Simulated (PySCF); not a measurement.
**One shape, several levels: C2H5ClSi (SMILES ClC1C[SiH2]1)**

Wanted: a comparison of 6 runs (HF/STO-3G, HF/3-21G, wB97X/6-31G, B3LYP/6-31G*, CCSD(T)/6-31G**, CCSD(T)/6-31+G*) of C2H5ClSi. The job is set up through a Python script.

Program for the calculation: PySCF 2.14.0.

**1. The molecule**

C2H5ClSi has 9 atoms, charge 0, and is taken as a singlet. As SMILES, `ClC1C[SiH2]1`. Geometry: relaxed at PBE0-D4/def2-TZVP.

Bond lengths: Cl1–C2 1.761 Å, C2–C3 1.532 Å, C2–Si4 1.855 Å, C3–Si4 1.853 Å, C2–H5 1.084 Å, C3–H6 1.086 Å, C3–H7 1.085 Å, Si4–H8 1.475 Å, Si4–H9 1.478 Å. Some angles: Cl1–C2–C3 117.2°, Cl1–C2–Si4 122.4°, C3–C2–Si4 65.5°, C2–C3–Si4 65.7°, C2–Si4–C3 48.8°, Cl1–C2–H5 110.3°, C3–C2–H5 115.4°, Si4–C2–H5 119.3°, C2–C3–H6 115.0°, C2–C3–H7 116.2°.

**2. Energy and gradient at HF/STO-3G (run 1)**

run.py reads:

```python
import pyscf.grad
from pyscf import gto

mol = gto.M(
    atom='''
Cl    -0.610200    -0.416600    -2.254300
C     -0.442600     0.373500    -0.689900
C      0.930400     0.305100    -0.014300
Si    -0.417500    -0.575100     0.903900
H     -0.899600     1.356600    -0.714500
H      1.659300    -0.322300    -0.518200
H      1.345700     1.248900     0.324100
H     -0.452800    -2.048100     0.838700
H     -1.023900     0.031800     2.107300
''',
    verbose=4,
    max_memory=1860,
    spin=0,
    basis='sto-3g',
)

myscf = mol.RHF()
myscf.conv_tol = 1e-10
myscf.kernel()
if not myscf.converged:
    myscf = myscf.newton().run(myscf.mo_coeff, myscf.mo_occ)

etot = myscf.e_tot
print(f'total energy: {etot:.8f} hartree')
grad = myscf.Gradients().kernel()
myscf.analyze()
```

The run is started by

```bash
$ OMP_NUM_THREADS=1 python run.py
```

What it wrote:

```text
PySCF version 2.14.0

[... 63 lines left out ...]
converged SCF energy = -817.852948283043
[... 15 lines left out ...]
One-electron Energy =                -1535.033204201581157
[... 5 lines left out ...]
MO #1   energy= -103.663254450341  occ= 2
[... 3 lines left out ...]
MO #5   energy= -10.3482178536111  occ= 2
[... 3 lines left out ...]
MO #9   energy= -5.9828604670986   occ= 2
[... 3 lines left out ...]
MO #13  energy= -1.06527414718749  occ= 2
[... 3 lines left out ...]
MO #17  energy= -0.586181929387337 occ= 2
[... 3 lines left out ...]
MO #21  energy= -0.441380415544469 occ= 2
[... 3 lines left out ...]
MO #25  energy= 0.351568050955661  occ= 0
[... 3 lines left out ...]
MO #29  energy= 0.620829378800594  occ= 0
[... 3 lines left out ...]
MO #33  energy= 0.811815615798986  occ= 0
[... 6 lines left out ...]
pop of  0 Cl 2py          1.99993
pop of  0 Cl 2pz          1.99974
pop of  0 Cl 3px          1.98033
pop of  0 Cl 3py          1.84732
pop of  0 Cl 3pz          1.41979
pop of  1 C 1s            1.99981
pop of  1 C 2s            1.10089
pop of  1 C 2px           1.10643
pop of  1 C 2py           1.04969
pop of  1 C 2pz           0.87950
pop of  2 C 1s            1.99979
pop of  2 C 2s            1.05617
pop of  2 C 2px           0.95376
pop of  2 C 2py           1.06473
pop of  2 C 2pz           1.13664
pop of  3 Si 1s           2.00000
pop of  3 Si 2s           1.99986
pop of  3 Si 3s           1.08002
pop of  3 Si 2px          1.99931
pop of  3 Si 2py          1.99874
pop of  3 Si 2pz          1.99881
pop of  3 Si 3px          0.82724
pop of  3 Si 3py          0.76430
pop of  3 Si 3pz          0.73420
pop of  4 H 1s            0.95688
pop of  5 H 1s            0.95727
pop of  6 H 1s            0.96363
pop of  7 H 1s            1.10488
pop of  8 H 1s            1.10956
 ** Mulliken atomic charges  **
charge of    0Cl =     -0.15790
charge of    1C =     -0.13632
charge of    2C =     -0.21109
charge of    3Si =      0.59753
charge of    4H =      0.04312
charge of    5H =      0.04273
charge of    6H =      0.03637
charge of    7H =     -0.10488
charge of    8H =     -0.10956
Dipole moment(X, Y, Z, Debye):  0.04392,  0.23222,  3.26534
```

Run time: 4.8 s. Hardware: 1 thread of Intel Xeon at 2.50GHz (Skylake/Cascade Lake), shared host; peak memory 0.12 GiB.

**3. Energy and forces at HF/3-21G (run 2)**

job.py reads:

```python
# ClC1C[SiH2]1
from pyscf import gto, scf

mol = gto.M(
    atom='''
Cl    -0.610200    -0.416600    -2.254300
C     -0.442600     0.373500    -0.689900
C      0.930400     0.305100    -0.014300
Si    -0.417500    -0.575100     0.903900
H     -0.899600     1.356600    -0.714500
H      1.659300    -0.322300    -0.518200
H      1.345700     1.248900     0.324100
H     -0.452800    -2.048100     0.838700
H     -1.023900     0.031800     2.107300
''',
    basis='3-21g',
    max_memory=1860,
    verbose=4,
)

myscf = scf.RHF(mol)
myscf.conv_tol = 1e-10
myscf.kernel()
if not myscf.converged:
    myscf = myscf.newton().run(myscf.mo_coeff, myscf.mo_occ)

e_final = myscf.e_tot
print('Final energy', e_final)
grad = myscf.nuc_grad_method().kernel()
myscf.analyze()
```

The run is started by

```bash
$ OMP_NUM_THREADS=1 python job.py
```

What it wrote:

```text
PySCF version 2.14.0

[... 64 lines left out ...]
Final energy -822.8422786965675
[... 17 lines left out ...]
DFT Exchange-Correlation Energy =      -59.971497608957179
[... 7 lines left out ...]
MO #6   energy= -7.94884969831953  occ= 2
[... 5 lines left out ...]
MO #12  energy= -4.22029370249173  occ= 2
[... 5 lines left out ...]
MO #18  energy= -0.593763890775696 occ= 2
[... 5 lines left out ...]
MO #24  energy= -0.35912694313723  occ= 2
[... 5 lines left out ...]
MO #30  energy= 0.292704477507496  occ= 0
[... 5 lines left out ...]
MO #36  energy= 0.570801702407218  occ= 0
[... 5 lines left out ...]
MO #42  energy= 0.989964971208531  occ= 0
[... 5 lines left out ...]
MO #48  energy= 1.31060950450169   occ= 0
[... 5 lines left out ...]
MO #54  energy= 2.06324825735371   occ= 0
[... 27 lines left out ...]
pop of  2 C 2px           1.01868
pop of  2 C 2py           1.16308
pop of  2 C 2pz           1.17878
pop of  2 C 3px           0.00480
pop of  2 C 3py           0.00210
pop of  2 C 3pz           0.00332
pop of  3 Si 1s           1.99999
pop of  3 Si 2s           1.99983
pop of  3 Si 3s           0.99723
pop of  3 Si 4s           0.00635
pop of  3 Si 2px          1.99980
pop of  3 Si 2py          1.99975
pop of  3 Si 2pz          1.99969
pop of  3 Si 3px          0.81937
pop of  3 Si 3py          0.80016
pop of  3 Si 3pz          0.73811
pop of  3 Si 4px          0.00680
pop of  3 Si 4py          0.01442
pop of  3 Si 4pz          0.01377
pop of  4 H 1s            0.85627
pop of  4 H 2s            0.01154
pop of  5 H 1s            0.86318
pop of  5 H 2s            0.01021
pop of  6 H 1s            0.87060
pop of  6 H 2s            0.00997
pop of  7 H 1s            1.07525
pop of  7 H 2s            0.00118
pop of  8 H 1s            1.08303
pop of  8 H 2s            0.00113
 ** Mulliken atomic charges  **
charge of    0Cl =     -0.11446
charge of    1C =     -0.30481
charge of    2C =     -0.40309
charge of    3Si =      0.60473
charge of    4H =      0.13219
charge of    5H =      0.12661
charge of    6H =      0.11942
charge of    7H =     -0.07644
charge of    8H =     -0.08417
Dipole moment(X, Y, Z, Debye):  0.38754,  0.60593,  2.60851
```

It took 5.7 s on 1 thread of Intel Xeon at 2.50GHz (Skylake/Cascade Lake), shared host; peak memory 0.13 GiB.

Runs 3 to 4 aren't shown in full; the table further down has their settings and results.

**4. A single-point energy at CCSD(T)/6-31G(d,p) (spherical functions) (run 5)**

input.py reads:

```python
from pyscf import gto, cc

mol = gto.Mole()
mol.atom = '''
Cl  -0.610200  -0.416600  -2.254300
C   -0.442600   0.373500  -0.689900
C    0.930400   0.305100  -0.014300
Si  -0.417500  -0.575100   0.903900
H   -0.899600   1.356600  -0.714500
H    1.659300  -0.322300  -0.518200
H    1.345700   1.248900   0.324100
H   -0.452800  -2.048100   0.838700
H   -1.023900   0.031800   2.107300
'''
mol.max_memory = 1860
mol.verbose = 4
mol.spin = 0
mol.charge = 0
mol.basis = '6-31g**'
mol.build()

mf = mol.RHF()
mf.conv_tol = 1e-10
mf.kernel()
if not mf.converged:
    mf = mf.newton().run(mf.mo_coeff, mf.mo_occ)

mycc = cc.CCSD(mf, frozen=12)
mycc.kernel()
e_t = mycc.ccsd_t()
e_tot = mycc.e_tot + e_t
print('E(%s) = %.9f' % ('CCSD(T)', e_tot))
dip = mf.dip_moment()
pop, q = mf.mulliken_pop()
```

The run is started by

```bash
$ OMP_NUM_THREADS=1 python input.py
```

What it wrote:

```text
PySCF version 2.14.0

[... 65 lines left out ...]
converged SCF energy = -826.992126287103
[... 12 lines left out ...]
Init t2, MP2 energy = -827.491227786877  E_corr(MP2) -0.499101499774733
[... 11 lines left out ...]
CCSD converged
[... 3 lines left out ...]
Dipole moment(X, Y, Z, Debye):  0.33470,  0.54443,  2.35715
[... 60 lines left out ...]
pop of  3 Si 3dxy         0.02494
pop of  3 Si 3dyz         0.04180
pop of  3 Si 3dz^2        0.04968
pop of  3 Si 3dxz         0.03573
pop of  3 Si 3dx2-y2      0.04220
pop of  4 H 1s            0.52456
pop of  4 H 2s            0.27521
pop of  4 H 2px           0.00379
pop of  4 H 2py           0.00851
pop of  4 H 2pz           0.00154
pop of  5 H 1s            0.51744
pop of  5 H 2s            0.29594
pop of  5 H 2px           0.00521
pop of  5 H 2py           0.00482
pop of  5 H 2pz           0.00406
pop of  6 H 1s            0.52115
pop of  6 H 2s            0.30770
pop of  6 H 2px           0.00287
pop of  6 H 2py           0.00763
pop of  6 H 2pz           0.00345
pop of  7 H 1s            0.49585
pop of  7 H 2s            0.63253
pop of  7 H 2px           0.00038
pop of  7 H 2py           0.00606
pop of  7 H 2pz           0.00022
pop of  8 H 1s            0.49631
pop of  8 H 2s            0.64392
pop of  8 H 2px           0.00135
pop of  8 H 2py           0.00122
pop of  8 H 2pz           0.00405
 ** Mulliken atomic charges  **
charge of    0Cl =     -0.06877
charge of    1C =     -0.41556
charge of    2C =     -0.45905
charge of    3Si =      0.70915
charge of    4H =      0.18639
charge of    5H =      0.17252
charge of    6H =      0.15721
charge of    7H =     -0.13504
charge of    8H =     -0.14685
```

Wall time 29 s (1 thread of Intel Xeon at 2.50GHz (Skylake/Cascade Lake), shared host); peak memory 0.43 GiB.

**5. The energy at CCSD(T)/6-31+G(d) (spherical functions) (run 6)**

calc.py reads:

```python
from pyscf import gto, cc

molecule = gto.M(
    atom='''
Cl    -0.610200    -0.416600    -2.254300
C     -0.442600     0.373500    -0.689900
C      0.930400     0.305100    -0.014300
Si    -0.417500    -0.575100     0.903900
H     -0.899600     1.356600    -0.714500
H      1.659300    -0.322300    -0.518200
H      1.345700     1.248900     0.324100
H     -0.452800    -2.048100     0.838700
H     -1.023900     0.031800     2.107300
''',
    basis='6-31+g*',
    verbose=4,
    max_memory=1860,
)

mf = molecule.RHF()
mf.conv_tol = 1e-10
mf.kernel()
if not mf.converged:
    mf = mf.newton().run(mf.mo_coeff, mf.mo_occ)

mycc = cc.CCSD(mf, frozen=12)
mycc.kernel()
e_t = mycc.ccsd_t()
e_final = mycc.e_tot + e_t
print('E(%s) = %.9f' % ('CCSD(T)', e_final))
dip = mf.dip_moment()
pop, q = mf.mulliken_pop()
```

The run is started by

```bash
$ OMP_NUM_THREADS=1 python calc.py
```

What it wrote:

```text
PySCF version 2.14.0

[... 65 lines left out ...]
converged SCF energy = -826.986317381741
[... 12 lines left out ...]
Init t2, MP2 energy = -827.459516881021  E_corr(MP2) -0.473199499280083
[... 11 lines left out ...]
CCSD converged
[... 3 lines left out ...]
Dipole moment(X, Y, Z, Debye):  0.31301,  0.53731,  2.43547
[... 61 lines left out ...]
pop of  3 Si 3s           0.89809
pop of  3 Si 4s           0.17991
pop of  3 Si 5s           0.02259
pop of  3 Si 2px          1.99143
pop of  3 Si 2py          1.99166
pop of  3 Si 2pz          1.99137
pop of  3 Si 3px          0.58644
pop of  3 Si 3py          0.64633
pop of  3 Si 3pz          0.60999
pop of  3 Si 4px          0.06925
pop of  3 Si 4py          0.02246
pop of  3 Si 4pz          0.01134
pop of  3 Si 5px          0.00030
pop of  3 Si 5py          0.02718
pop of  3 Si 5pz          0.02943
pop of  3 Si 3dxy         0.02502
pop of  3 Si 3dyz         0.04230
pop of  3 Si 3dz^2        0.05119
pop of  3 Si 3dxz         0.03678
pop of  3 Si 3dx2-y2      0.04472
pop of  4 H 1s            0.51880
pop of  4 H 2s            0.23035
pop of  5 H 1s            0.51294
pop of  5 H 2s            0.23939
pop of  6 H 1s            0.51644
pop of  6 H 2s            0.24887
pop of  7 H 1s            0.49554
pop of  7 H 2s            0.61323
pop of  8 H 1s            0.49633
pop of  8 H 2s            0.62477
 ** Mulliken atomic charges  **
charge of    0Cl =     -0.07271
charge of    1C =     -0.37937
charge of    2C =     -0.77519
charge of    3Si =      0.72394
charge of    4H =      0.25085
charge of    5H =      0.24768
charge of    6H =      0.23469
charge of    7H =     -0.10877
charge of    8H =     -0.12110
```

Run time: 30 s. Hardware: 1 thread of Intel Xeon at 2.50GHz (Skylake/Cascade Lake), shared host; peak memory 0.44 GiB.

**6. Overview of the runs**

```
run                                  level  integration grid      task  energy (Eh)  dipole moment (D) of the reference  HOMO energy (eV)  LUMO energy (eV)  wall time
  1                              HF/STO-3G                 –  gradient  -817.852948                                3.27             -7.83              9.57      4.8 s
  2                               HF/3-21G                 –  gradient  -822.842279                                2.71             -9.77              3.49      5.7 s
  3                            wB97X/6-31G                 5  gradient  -828.721564                                2.35             -9.38              2.25       79 s
  4     B3LYP/6-31G* (spherical functions)                 5  gradient  -828.854038                                2.01             -6.66             -0.07       57 s
  5  CCSD(T)/6-31G** (spherical functions)                 –    energy  -827.555903                                2.44             -9.62              3.26       29 s
  6  CCSD(T)/6-31+G* (spherical functions)                 –    energy  -827.522987                                2.51             -9.70              1.52       30 s
```

**7. Summary of results**

| quantity | value |
| --- | --- |
| run 6: total energy | -827.52299 Eh |
| run 6: dipole moment (Hartree–Fock density) | 2.51 D |
| run 6: HOMO energy (Hartree–Fock orbitals) | -9.70 eV |
| run 6: LUMO energy (Hartree–Fock orbitals) | 1.52 eV |
| run 6: HOMO–LUMO gap (Hartree–Fock orbitals) | 11.22 eV |
| run 6: correlation energy (12 core orbitals frozen) | -536.7 mEh |
| run 6: (T) correction | -17.21 mEh |
| run 6: T1 diagnostic | 0.012 |

**Reading.** Over runs 1, 2, 3, 4 the dipole moment (its size) runs from 2.01 D (B3LYP/6-31G*) to 3.27 D (HF/STO-3G). The two ends differ in method and basis. Over runs 1, 2, 3, 4 the HOMO–LUMO gap runs from 6.59 eV (B3LYP/6-31G*) to 17.40 eV (HF/STO-3G). Totals of different functionals can't be ranked against each other. In run 1 the basis is minimal, so the values are rough. All runs together took 3.4 min, the longest 79 s.
